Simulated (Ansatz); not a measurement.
# SrAl2O2: the cost of one run

Program: Ansatz 0.2.0. Level of theory: DFT PBE, scalar-relativistic, plane waves, PAW. These are calculated values, not measurements.

1 further run of the same task is left out (it didn't finish).

## (1) The starting structure

Symmetry: P-3m1, No. 164, trigonal system. Conventional cell: a = 4.267 Å, b = 4.267 Å, c = 6.235 Å, α = 90.00°, β = 90.00°, γ = 120.00°. Sr (site symmetry -3m) is surrounded by 6 Al at 2.80 Å. Al (site symmetry 3m) has 4 O at 2.57 to 2.65 Å and 3 Sr at 2.80 Å as nearest neighbours. O (site symmetry 3m) is surrounded by 4 Al at 2.57 to 2.65 Å.

Structure file:

```cif
data_structure
_symmetry_space_group_name_H-M 'P-3m1'
_symmetry_Int_Tables_number 164
_cell_length_a 4.2670
_cell_length_b 4.2670
_cell_length_c 6.2354
_cell_angle_alpha 90.000
_cell_angle_beta 90.000
_cell_angle_gamma 120.000
_cell_volume 98.32
loop_
_atom_site_label
_atom_site_type_symbol
_atom_site_symmetry_multiplicity
_atom_site_Wyckoff_symbol
_atom_site_fract_x
_atom_site_fract_y
_atom_site_fract_z
_atom_site_occupancy
Sr1 Sr 1 b 0.00000 0.00000 0.50000 1
Al1 Al 2 d 0.33333 0.66667 0.71447 1
O1 O 2 d 0.33333 0.66667 0.12699 1
```

The cell is invented: random cell by space group and Wyckoff sites (P-3m1, No. 164). The dimensions are guesses.

## (2) The guess as it stands, on a coarse mesh

input.yaml

```yaml
crystal:
  lattice:
    - [4.26701477, 0.0, 0.0]
    - [-2.13350739, 3.69534319, 0.0]
    - [0.0, 0.0, 6.23542447]
  atoms:
    - { symbol: Sr, position: [0.0, 0.0, 0.5] }
    - { symbol: Al, position: [0.33333333, 0.66666667, 0.7144747] }
    - { symbol: Al, position: [0.66666667, 0.33333333, 0.2855253] }
    - { symbol: O, position: [0.33333333, 0.66666667, 0.12698701] }
    - { symbol: O, position: [0.66666667, 0.33333333, 0.87301299] }
basis:
  ecutwfc: 420
kpoints:
  mp_grid: { grid: [6, 6, 4] }
hamiltonian:
  xc: pbe
scf:
  occupations: { method: gaussian, width: 0.1 }
  lower_state_search: "off"
output:
  forces: true
  stress: true
  eigenvalues: true
```

Run with:

```sh
$ ansatz run input.yaml --threads 1 --pin off --max-ram 2560MiB --backend cpu --events-out ev --progress --plain --runs-dir out
```

Q: Estimate wall time and peak memory on 1 thread of Intel Xeon at 2.70GHz, shared host.

About 4.8 s, with a peak of 0.37 GiB.
